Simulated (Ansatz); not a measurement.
# BW5: the cost of one run

Program: Ansatz 0.2.0. Level of theory: DFT PBE, scalar-relativistic, plane waves, PAW. These are calculated values, not measurements.

### Step 1. Starting point

Symmetry: P6/mmm, No. 191, hexagonal system. Conventional cell: a = 5.249 Å, b = 5.249 Å, c = 4.171 Å, α = 90.00°, β = 90.00°, γ = 120.00°. B (site symmetry 6/mmm) has 18 W at 3.03 to 3.35 Å as nearest neighbours. W (site symmetry -6m2) has 9 W at 2.58 to 3.03 Å and 3 B at 3.03 Å as nearest neighbours. W (site symmetry mmm) is surrounded by 8 W at 2.58 to 2.62 Å and 4 B at 3.35 Å.

As a file:

```xyz
6
Lattice="5.2490 0.0000 0.0000 -2.6245 4.5458 0.0000 0.0000 0.0000 4.1712" Properties=species:S:1:pos:R:3 pbc="T T T"
B     0.0000    0.0000    0.0000
W     0.0000    3.0305    0.0000
W     2.6245    1.5153    0.0000
W     2.6245    0.0000    2.0856
W     1.3123    2.2729    2.0856
W    -1.3123    2.2729    2.0856
```

The cell is invented: species swapped into a database cell of PrCo5 (P6/mmm, No. 191), with B on the Pr sites and W on the Co sites. The dimensions are guesses.

### Step 2. The guess as it stands, on a coarse mesh

The input, input.yaml:

```yaml
crystal:
  lattice:
    - [5.24903817, 0.0, 0.0]
    - [-2.62451909, 4.5458004, 0.0]
    - [0.0, 0.0, 4.17115742]
  atoms:
    - { symbol: B, position: [0.0, 0.0, 0.0] }
    - { symbol: W, position: [0.33333333, 0.66666667, 0.0] }
    - { symbol: W, position: [0.66666667, 0.33333333, 0.0] }
    - { symbol: W, position: [0.5, 0.0, 0.5] }
    - { symbol: W, position: [0.5, 0.5, 0.5] }
    - { symbol: W, position: [0.0, 0.5, 0.5] }
basis:
  ecutwfc: 420
kpoints:
  mp_grid: { grid: [6, 6, 4] }
hamiltonian:
  xc: pbe
scf:
  occupations: { method: gaussian, width: 0.1 }
  lower_state_search: "off"
output:
  forces: true
  stress: true
  eigenvalues: true
```

Launch:

```console
ansatz run input.yaml --threads 1 --pin off --max-ram 2560MiB --backend cpu --events-out ev --progress --plain --runs-dir out
```

**Question.** How long does this run take on 1 thread of AMD EPYC 7R43 (Zen 3), shared host, and how much memory does it need?

About 4.1 s, with a peak of 0.43 GiB.
